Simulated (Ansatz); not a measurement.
# GaClO + H₂O: a complex and its separated parts

Aim: how far the complex at one end of a reaction step lies below its separated, relaxed parts, level by level.

The runs use Ansatz 0.2.0, Gaussian basis; PBE0-D4/def2-TZVP structures, single points in def2-TZVPP, no counterpoise correction.

Levels: SPW92, PBE-D4, BLYP-D4, r2SCAN-D4, B97M-V, PBE0-D4, B3LYP-D4, r2SCAN0-D4, BHLYP-D4, CAM-B3LYP-D4, wB97X-V, wB97M-V, B2PLYP, PBE-QIDH, RPA on PBE, Hartree-Fock, MP2, CCSD, CCSD(T).

Correlated methods freeze the cores. Filled d shells of the heavier atoms are correlated. B3LYP uses VWN-RPA correlation. B2PLYP carries no dispersion term here.

56 further runs of the same task are left out: 56 set aside as unsound or not needed.

**1. Starting geometry**

The complex: 6 atoms, charge 0, spin multiplicity 1.

Atoms are counted from 1 here; the program's logs count them from 0.

Bond lengths: Ga1–O3 1.670 Å, Ga1–Cl5 2.100 Å, O2–H4 0.983 Å, O2–H6 0.963 Å. Angles: O3–Ga1–Cl5 166.2°, H4–O2–H6 109.0°.

Coordinates:

```
Ga   -0.7232    0.2609   -0.7449
O     0.9242   -0.1062    0.5812
O    -0.6806   -1.3569   -1.1572
H     0.7842   -1.0374    0.3005
Cl   -1.1859    2.2974   -0.5217
H     0.8813   -0.0578    1.5421
```

Its parts: GaClO holds atoms 1, 3, 5; H₂O holds atoms 2, 4, 6. Each part counts its atoms afresh in its own runs.

**2. Relaxing GaClO alone**

Input file relax-a/in.yaml:

```yaml
crystal:
  periodic: [false, false, false]
  atoms:
    - {symbol: Ga, position_ang: [-0.723169, 0.260868, -0.744904]}
    - {symbol: O, position_ang: [-0.680605, -1.356921, -1.157152]}
    - {symbol: Cl, position_ang: [-1.185900, 2.297391, -0.521746]}
basis:
  gaussian: {orbitals: def2-TZVP}
hamiltonian: {xc: pbe0, dispersion: d4}
relax: {f_tol: 0.005, max_steps: 200}
```

The run is started by

```console
ansatz run in.yaml --threads 4 --pin off --events-out ev --progress --plain --max-ram 9574MiB
```

Output (excerpt; [...] marks lines left out):

```text
Functional definition: PBE0
  name "PBE0"
  cite "Adamo & Barone, J. Chem. Phys. 110, 6158 (1999) doi:10.1063/1.478522"
  cite "Perdew, Burke & Ernzerhof, Phys. Rev. Lett. 77, 3865 (1996) doi:10.1103/PhysRevLett.77.3865"
  parent pbe
[...]
832 factors; their error is unknown
[...]
mean field -66936.14144235 eV, -2459.8578270600 hartree, gradient 7.0e-5 eV, S^2 0.000000; 0 other end points of the search recorded, 0 dependent functions left out
[...]
reference -66936.14146604 eV, -2459.8578279309 hartree; 28, 28 occupied and 88, 88 virtual orbitals, 832 factors
[...]
832 factors; their error is unknown
[...]
mean field -66936.21163904 eV, -2459.8604067409 hartree, gradient 2.1e-5 eV, S^2 0.000000; 1 other end points of the search recorded, 0 dependent functions left out
[...]
reference -66936.21166276 eV, -2459.8604076126 hartree; 28, 28 occupied and 88, 88 virtual orbitals, 832 factors
Total energy: -66936.26259316 eV, -2459.8622792702 hartree
Atom 0 at    -0.842846     0.257901    -0.832236 Å, force    -0.000028     0.000326     0.000069 eV/Å
Atom 1 at    -0.613479    -1.346017    -1.105638 Å, force    -0.000002    -0.000060    -0.000017 eV/Å
Atom 2 at    -1.133348     2.289454    -0.485928 Å, force     0.000030    -0.000266    -0.000051 eV/Å
Dipole moment:    -0.099864     0.698307     0.119030 e Å
```

Run time: 14 s. Hardware: 4 threads of AMD EPYC, shared host; peak memory 0.4 GiB.

Along the way:

| step | energy from step 1 (eV) | largest force component (eV/Å) |
| --- | --- | --- |
| 1 | 0.0000 | 0.9265 |
| 2 | -0.0540 | 0.7006 |
| 3 | -0.0688 | 0.3459 |
| 4 | -0.0704 | 0.0094 |
| 5 | -0.0704 | 0.0003 |

Close pairs (by a distance rule), those that changed most:

| bond | before (Å) | after (Å) | change (Å) |
| --- | --- | --- | --- |
| Ga1–O2 | 1.670 | 1.643 | -0.027 |
| Ga1–Cl3 | 2.100 | 2.081 | -0.019 |

**3. Relaxing H₂O alone**

Input file relax-b/in.yaml:

```yaml
crystal:
  periodic: [false, false, false]
  atoms:
    - {symbol: O, position_ang: [0.924169, -0.106202, 0.581167]}
    - {symbol: H, position_ang: [0.784243, -1.037358, 0.300538]}
    - {symbol: H, position_ang: [0.881262, -0.057778, 1.542097]}
basis:
  gaussian: {orbitals: def2-TZVP}
hamiltonian: {xc: pbe0, dispersion: d4}
relax: {f_tol: 0.005, max_steps: 200}
```

The run is started by

```console
ansatz run in.yaml --threads 4 --pin off --events-out ev --progress --plain --max-ram 9574MiB
```

Output (excerpt; [...] marks lines left out):

```text
[... 5 set-up lines as earlier in the session ...]
[...]
239 factors; their error is unknown
[...]
mean field -2078.30653608 eV, -76.3763564741 hartree, gradient 3.2e-5 eV, S^2 0.000000; 0 other end points of the search recorded, 0 dependent functions left out
[...]
reference -2078.33309068 eV, -76.3773323378 hartree; 5, 5 occupied and 38, 38 virtual orbitals, 239 factors
Total energy: -2078.33734655 eV, -76.3774887381 hartree
Atom 0 at     0.925824    -0.100464     0.567956 Å, force    -0.000055     0.000074     0.001273 eV/Å
Atom 1 at     0.785692    -1.019352     0.329668 Å, force    -0.000057    -0.000552    -0.000654 eV/Å
Atom 2 at     0.878159    -0.081522     1.526178 Å, force     0.000112     0.000478    -0.000618 eV/Å
Dipole moment:    -0.069244    -0.331828     0.265450 e Å
```

It took 1.6 s on 4 threads of AMD EPYC, shared host; peak memory 0.4 GiB.

Relaxation path:

| step | energy from step 1 (eV) | largest force component (eV/Å) |
| --- | --- | --- |
| 1 | 0.0000 | 1.0802 |
| 2 | -0.0235 | 0.2162 |
| 3 | -0.0263 | 0.1056 |
| 4 | -0.0265 | 0.0013 |

Distances of close pairs at the start and the end, largest changes first:

| bond | before (Å) | after (Å) | change (Å) |
| --- | --- | --- | --- |
| O1–H2 | 0.983 | 0.960 | -0.023 |
| O1–H3 | 0.963 | 0.960 | -0.004 |

**4. SPW92/def2-TZVPP**

Input file parta/in.yaml:

```yaml
crystal:
  periodic: [false, false, false]
  atoms:
    - {symbol: Ga, position_ang: [-0.842846, 0.257901, -0.832236]}
    - {symbol: O, position_ang: [-0.613479, -1.346017, -1.105638]}
    - {symbol: Cl, position_ang: [-1.133348, 2.289454, -0.485928]}
basis:
  gaussian: {orbitals: def2-TZVPP}
hamiltonian: {xc: lda}
```

Input file partb/in.yaml:

```yaml
crystal:
  periodic: [false, false, false]
  atoms:
    - {symbol: O, position_ang: [0.925824, -0.100464, 0.567956]}
    - {symbol: H, position_ang: [0.785692, -1.019352, 0.329668]}
    - {symbol: H, position_ang: [0.878159, -0.081522, 1.526178]}
basis:
  gaussian: {orbitals: def2-TZVPP}
hamiltonian: {xc: lda}
```

One command serves all of them, each in its own folder.

The run is started by

```console
ansatz run in.yaml --threads 4 --pin off --events-out ev --progress --plain --max-ram 9574MiB
```

Output in parta (excerpt; [...] marks lines left out):

```text
Functional definition: SPW92
  name "SPW92"
  cite "Dirac, Proc. Camb. Phil. Soc. 26, 376 (1930) doi:10.1017/S0305004100016108"
  cite "Slater, Phys. Rev. 81, 385 (1951) doi:10.1103/PhysRev.81.385"
  cite "Perdew & Wang, Phys. Rev. B 45, 13244 (1992) doi:10.1103/PhysRevB.45.13244"
[...]
813 factors; their error is unknown
[...]
mean field -66812.48531188 eV, -2455.3135480826 hartree, gradient 1.5e-5 eV, S^2 0.000000; 0 other end points of the search recorded, 0 dependent functions left out
reference -66812.48534174 eV, -2455.3135491798 hartree; 28, 28 occupied and 93, 93 virtual orbitals, 813 factors
Total energy: -66812.48534174 eV, -2455.3135491798 hartree
```

partb printed (excerpt; [...] marks lines left out):

```text
[... 5 set-up lines as earlier in the session ...]
[...]
269 factors; their error is unknown
[...]
mean field -2065.39694511 eV, -75.9019377565 hartree, gradient 5.3e-5 eV, S^2 0.000000; 0 other end points of the search recorded, 0 dependent functions left out
reference -2065.39696394 eV, -75.9019384486 hartree; 5, 5 occupied and 54, 54 virtual orbitals, 269 factors
Total energy: -2065.39696394 eV, -75.9019384486 hartree
```

Times: 1.2 s (parta), 0.3 s (partb) on 4 threads of AMD EPYC, shared host; peak memory 0.4 GiB.

**5. PBE-D4/def2-TZVPP**

The same edit goes into each in.yaml of step 4 (parta, partb):

```diff
-hamiltonian: {xc: lda}
+hamiltonian: {xc: pbe, dispersion: d4}
```

The same command starts each run, in its folder.

The run is started by

```console
ansatz run in.yaml --threads 4 --pin off --events-out ev --progress --plain --max-ram 9574MiB
```

parta printed (excerpt; [...] marks lines left out):

```text
Functional definition: PBE
  name "PBE"
[... 2 set-up lines as earlier in the session ...]
[...]
813 factors; their error is unknown
[...]
mean field -66934.60735692 eV, -2459.8014504603 hartree, gradient 1.8e-5 eV, S^2 0.000000; 0 other end points of the search recorded, 0 dependent functions left out
reference -66934.60738864 eV, -2459.8014516260 hartree; 28, 28 occupied and 93, 93 virtual orbitals, 813 factors
Total energy: -66934.66742956 eV, -2459.8036580894 hartree
```

Log of partb (excerpt; [...] marks lines left out):

```text
[... 4 set-up lines as earlier in the session ...]
[...]
269 factors; their error is unknown
[...]
mean field -2078.40757748 eV, -76.3800696773 hartree, gradient 4.6e-5 eV, S^2 0.000000; 0 other end points of the search recorded, 0 dependent functions left out
reference -2078.40759796 eV, -76.3800704297 hartree; 5, 5 occupied and 54, 54 virtual orbitals, 269 factors
Total energy: -2078.41291507 eV, -76.3802658299 hartree
```

They took 1.4 s (parta), 0.31 s (partb) on 4 threads of AMD EPYC, shared host; peak memory 0.4 GiB.

**6. BLYP-D4/def2-TZVPP**

Each input of step 5 (parta, partb) changes in the same lines:

```diff
-hamiltonian: {xc: pbe, dispersion: d4}
+hamiltonian: {xc: {name: BLYP}, dispersion: d4}
```

Each run has its own folder and the same command.

The run is started by

```console
ansatz run in.yaml --threads 4 --pin off --events-out ev --progress --plain --max-ram 9574MiB
```

Log of parta (excerpt; [...] marks lines left out):

```text
Functional definition: BLYP
  name "BLYP"
  cite "Becke, Phys. Rev. A 38, 3098 (1988) doi:10.1103/PhysRevA.38.3098"
  cite "Lee, Yang & Parr, Phys. Rev. B 37, 785 (1988) doi:10.1103/PhysRevB.37.785"
[...]
813 factors; their error is unknown
[...]
mean field -66951.47305821 eV, -2460.4212535509 hartree, gradient 2.4e-5 eV, S^2 0.000000; 0 other end points of the search recorded, 0 dependent functions left out
reference -66951.47333400 eV, -2460.4212636858 hartree; 28, 28 occupied and 93, 93 virtual orbitals, 813 factors
Total energy: -66951.60081653 eV, -2460.4259485824 hartree
```

Log of partb (excerpt; [...] marks lines left out):

```text
[... 4 set-up lines as earlier in the session ...]
[...]
269 factors; their error is unknown
[...]
mean field -2080.27679002 eV, -76.4487619708 hartree, gradient 8.8e-5 eV, S^2 0.000000; 0 other end points of the search recorded, 0 dependent functions left out
reference -2080.27697956 eV, -76.4487689366 hartree; 5, 5 occupied and 54, 54 virtual orbitals, 269 factors
Total energy: -2080.28982211 eV, -76.4492408916 hartree
```

Times: 1.3 s (parta), 0.36 s (partb) on 4 threads of AMD EPYC, shared host; peak memory 0.4 GiB.

**7. r2SCAN-D4/def2-TZVPP**

The same edit goes into each in.yaml of step 6 (parta, partb):

```diff
-hamiltonian: {xc: {name: BLYP}, dispersion: d4}
+hamiltonian: {xc: r2scan, dispersion: d4}
```

Each run has its own folder and the same command.

The run is started by

```console
ansatz run in.yaml --threads 4 --pin off --events-out ev --progress --plain --max-ram 9574MiB
```

parta printed (excerpt; [...] marks lines left out):

```text
Functional definition: r2SCAN
  name "r2SCAN"
  cite "Furness, Kaplan, Ning, Perdew & Sun, J. Phys. Chem. Lett. 11, 8208 (2020) doi:10.1021/acs.jpclett.0c02405"
  cite "Furness, Kaplan, Ning, Perdew & Sun, J. Phys. Chem. Lett. 11, 9248 (2020) doi:10.1021/acs.jpclett.0c03077"
  parent r2scan
[...]
813 factors; their error is unknown
[...]
mean field -66947.43638162 eV, -2460.2729084223 hartree, gradient 1.1e-5 eV, S^2 0.000000; 0 other end points of the search recorded, 0 dependent functions left out
reference -66947.43639070 eV, -2460.2729087561 hartree; 28, 28 occupied and 93, 93 virtual orbitals, 813 factors
Total energy: -66947.44897327 eV, -2460.2733711567 hartree
```

Log of partb (excerpt; [...] marks lines left out):

```text
[... 5 set-up lines as earlier in the session ...]
[...]
269 factors; their error is unknown
[...]
mean field -2079.58115407 eV, -76.4231978212 hartree, gradient 8.5e-5 eV, S^2 0.000000; 0 other end points of the search recorded, 0 dependent functions left out
reference -2079.58115927 eV, -76.4231980125 hartree; 5, 5 occupied and 54, 54 virtual orbitals, 269 factors
Total energy: -2079.58243181 eV, -76.4232447775 hartree
```

They took 2.8 s (parta), 0.81 s (partb) on 4 threads of AMD EPYC, shared host; peak memory 0.4 GiB.

**8. B97M-V/def2-TZVPP**

The same edit goes into each in.yaml of step 7 (parta, partb):

```diff
-hamiltonian: {xc: r2scan, dispersion: d4}
+hamiltonian: {xc: {name: B97M-V}}
```

The same command starts each run, in its folder.

The run is started by

```console
ansatz run in.yaml --threads 4 --pin off --events-out ev --progress --plain --max-ram 9574MiB
```

parta printed (excerpt; [...] marks lines left out):

```text
Functional definition: B97M-V
  name "B97M-V"
  cite "Mardirossian & Head-Gordon, J. Chem. Phys. 142, 074111 (2015) doi:10.1063/1.4907719"
  cite "Becke, J. Chem. Phys. 107, 8554 (1997) doi:10.1063/1.475007"
  cite "Vydrov & Van Voorhis, J. Chem. Phys. 133, 244103 (2010) doi:10.1063/1.3521275"
  # Of w^i u^j: cxij and so on, Table III.
[...]
  gx(w, u) = cx00 + cx01*u + cx02*u^2 + (cx10 + cx11*u)*w
[...]
  gos(w, u) = cos00 + cos01*u + cos03*u^3 + cos10*w + cos32*w^3*u^2
[...]
      + integral(e_c_pw_mod_opposite_spin*gos(b97_w_opposite, b97_u_opposite)) + vv10(b, c)
813 factors; their error is unknown
[...]
mean field -66935.52320611 eV, -2459.8351072975 hartree, gradient 6.7e-5 eV, S^2 0.000000; 0 other end points of the search recorded, 0 dependent functions left out
reference -66935.52325202 eV, -2459.8351089844 hartree; 28, 28 occupied and 93, 93 virtual orbitals, 813 factors
Total energy: -66935.52325202 eV, -2459.8351089844 hartree
```

Log of partb (excerpt; [...] marks lines left out):

```text
[... 5 set-up lines as earlier in the session ...]
  # Of w^i u^j: cxij and so on, Table III.
[...]
  gx(w, u) = cx00 + cx01*u + cx02*u^2 + (cx10 + cx11*u)*w
[...]
  gos(w, u) = cos00 + cos01*u + cos03*u^3 + cos10*w + cos32*w^3*u^2
[...]
      + integral(e_c_pw_mod_opposite_spin*gos(b97_w_opposite, b97_u_opposite)) + vv10(b, c)
269 factors; their error is unknown
[...]
mean field -2079.93552296 eV, -76.4362206379 hartree, gradient 2.9e-5 eV, S^2 0.000000; 0 other end points of the search recorded, 0 dependent functions left out
reference -2079.93554978 eV, -76.4362216233 hartree; 5, 5 occupied and 54, 54 virtual orbitals, 269 factors
Total energy: -2079.93554978 eV, -76.4362216233 hartree
```

They took 3.7 s (parta), 0.81 s (partb) on 4 threads of AMD EPYC, shared host; peak memory 0.4 GiB.

**9. PBE0-D4/def2-TZVPP**

Each input of step 8 (parta, partb) changes in the same lines:

```diff
-hamiltonian: {xc: {name: B97M-V}}
+hamiltonian: {xc: pbe0, dispersion: d4}
+output: {orbitals: {seedname: orbitals}}
```

The same command starts each run, in its folder.

The run is started by

```console
ansatz run in.yaml --threads 4 --pin off --events-out ev --progress --plain --max-ram 9574MiB
```

parta printed (excerpt; [...] marks lines left out):

```text
[... 5 set-up lines as earlier in the session ...]
[...]
889 factors; their error is unknown
[...]
mean field -66936.21251835 eV, -2459.8604390550 hartree, gradient 3.9e-5 eV, S^2 0.000000; 0 other end points of the search recorded, 0 dependent functions left out
reference -66936.21254208 eV, -2459.8604399269 hartree; 28, 28 occupied and 93, 93 virtual orbitals, 889 factors
Total energy: -66936.26347247 eV, -2459.8623115844 hartree
```

Log of partb (excerpt; [...] marks lines left out):

```text
[... 5 set-up lines as earlier in the session ...]
[...]
269 factors; their error is unknown
[...]
mean field -2078.42782364 eV, -76.3808137099 hartree, gradient 1.4e-5 eV, S^2 0.000000; 0 other end points of the search recorded, 0 dependent functions left out
reference -2078.42783815 eV, -76.3808142429 hartree; 5, 5 occupied and 54, 54 virtual orbitals, 269 factors
Total energy: -2078.43209402 eV, -76.3809706432 hartree
```

They took 1.9 s (parta), 0.41 s (partb) on 4 threads of AMD EPYC, shared host; peak memory 0.4 GiB.

**10. B3LYP-D4/def2-TZVPP**

Each input of step 9 (parta, partb) changes in the same lines:

```diff
-hamiltonian: {xc: pbe0, dispersion: d4}
-output: {orbitals: {seedname: orbitals}}
+hamiltonian: {xc: {name: B3LYP}, dispersion: d4}
```

The same command starts each run, in its folder.

The run is started by

```console
ansatz run in.yaml --threads 4 --pin off --events-out ev --progress --plain --max-ram 9574MiB
```

Output in parta (excerpt; [...] marks lines left out):

```text
Functional definition: B3LYP
  name "B3LYP"
  cite "Stephens, Devlin, Chabalowski & Frisch, J. Phys. Chem. 98, 11623 (1994) doi:10.1021/j100096a001"
[... 2 set-up lines as earlier in the session ...]
  cite "Vosko, Wilk & Nusair, Can. J. Phys. 58, 1200 (1980) doi:10.1139/p80-159"
[...]
867 factors; their error is unknown
[...]
mean field -66951.16169786 eV, -2460.4098112691 hartree, gradient 4.3e-5 eV, S^2 0.000000; 0 other end points of the search recorded, 0 dependent functions left out
reference -66951.16190308 eV, -2460.4098188107 hartree; 28, 28 occupied and 93, 93 virtual orbitals, 867 factors
Total energy: -66951.26130299 eV, -2460.4134716900 hartree
```

Log of partb (excerpt; [...] marks lines left out):

```text
[... 6 set-up lines as earlier in the session ...]
[...]
269 factors; their error is unknown
[...]
mean field -2080.76396080 eV, -76.4666651670 hartree, gradient 1.5e-5 eV, S^2 0.000000; 0 other end points of the search recorded, 0 dependent functions left out
reference -2080.76409916 eV, -76.4666702517 hartree; 5, 5 occupied and 54, 54 virtual orbitals, 269 factors
Total energy: -2080.77252531 eV, -76.4669799068 hartree
```

Times: 1.9 s (parta), 0.41 s (partb) on 4 threads of AMD EPYC, shared host; peak memory 0.4 GiB.

**11. r2SCAN0-D4/def2-TZVPP**

The same edit goes into each in.yaml of step 10 (parta, partb):

```diff
-hamiltonian: {xc: {name: B3LYP}, dispersion: d4}
+hamiltonian: {xc: {name: r2SCAN0}, dispersion: d4}
```

The same command starts each run, in its folder.

The run is started by

```console
ansatz run in.yaml --threads 4 --pin off --events-out ev --progress --plain --max-ram 9574MiB
```

parta printed (excerpt; [...] marks lines left out):

```text
Functional definition: r2SCAN0
  name "r2SCAN0"
  cite "Bursch, Neugebauer, Ehlert & Grimme, J. Chem. Phys. 156, 134105 (2022) doi:10.1063/5.0086040"
[... 3 set-up lines as earlier in the session ...]
[...]
889 factors; their error is unknown
[...]
mean field -66946.01156564 eV, -2460.2205474008 hartree, gradient 6.6e-5 eV, S^2 0.000000; 0 other end points of the search recorded, 0 dependent functions left out
reference -66946.01157293 eV, -2460.2205476686 hartree; 28, 28 occupied and 93, 93 virtual orbitals, 889 factors
Total energy: -66946.02745097 eV, -2460.2211311761 hartree
```

partb printed (excerpt; [...] marks lines left out):

```text
[... 6 set-up lines as earlier in the session ...]
[...]
269 factors; their error is unknown
[...]
mean field -2079.27470865 eV, -76.4119361600 hartree, gradient 2.1e-5 eV, S^2 0.000000; 0 other end points of the search recorded, 0 dependent functions left out
reference -2079.27471275 eV, -76.4119363107 hartree; 5, 5 occupied and 54, 54 virtual orbitals, 269 factors
Total energy: -2079.27611692 eV, -76.4119879129 hartree
```

Wall times: 3.3 s (parta), 0.7 s (partb) on 4 threads of AMD EPYC, shared host; peak memory 0.4 GiB.

**12. BHLYP-D4/def2-TZVPP**

The same edit goes into each in.yaml of step 11 (parta, partb):

```diff
-hamiltonian: {xc: {name: r2SCAN0}, dispersion: d4}
+hamiltonian: {xc: {name: BHLYP}, dispersion: d4}
```

One command serves all of them, each in its own folder.

The run is started by

```console
ansatz run in.yaml --threads 4 --pin off --events-out ev --progress --plain --max-ram 9574MiB
```

parta printed (excerpt; [...] marks lines left out):

```text
Functional definition: BHLYP
  name "BHLYP"
  cite "Becke, J. Chem. Phys. 98, 1372 (1993) doi:10.1063/1.464304"
[... 2 set-up lines as earlier in the session ...]
[...]
974 factors; their error is unknown
[...]
mean field -66947.46217403 eV, -2460.2738562761 hartree, gradient 5.4e-5 eV, S^2 0.000000; 0 other end points of the search recorded, 0 dependent functions left out
reference -66947.46231327 eV, -2460.2738613928 hartree; 28, 28 occupied and 93, 93 virtual orbitals, 974 factors
Total energy: -66947.55654605 eV, -2460.2773243839 hartree
```

Output in partb (excerpt; [...] marks lines left out):

```text
[... 5 set-up lines as earlier in the session ...]
[...]
295 factors; their error is unknown
[...]
mean field -2079.57890386 eV, -76.4231151275 hartree, gradient 2.0e-5 eV, S^2 0.000000; 0 other end points of the search recorded, 0 dependent functions left out
reference -2079.57899465 eV, -76.4231184641 hartree; 5, 5 occupied and 54, 54 virtual orbitals, 295 factors
Total energy: -2079.58394651 eV, -76.4233004417 hartree
```

They took 1.8 s (parta), 0.45 s (partb) on 4 threads of AMD EPYC, shared host; peak memory 0.4 GiB.

[end of part 1 of 2]
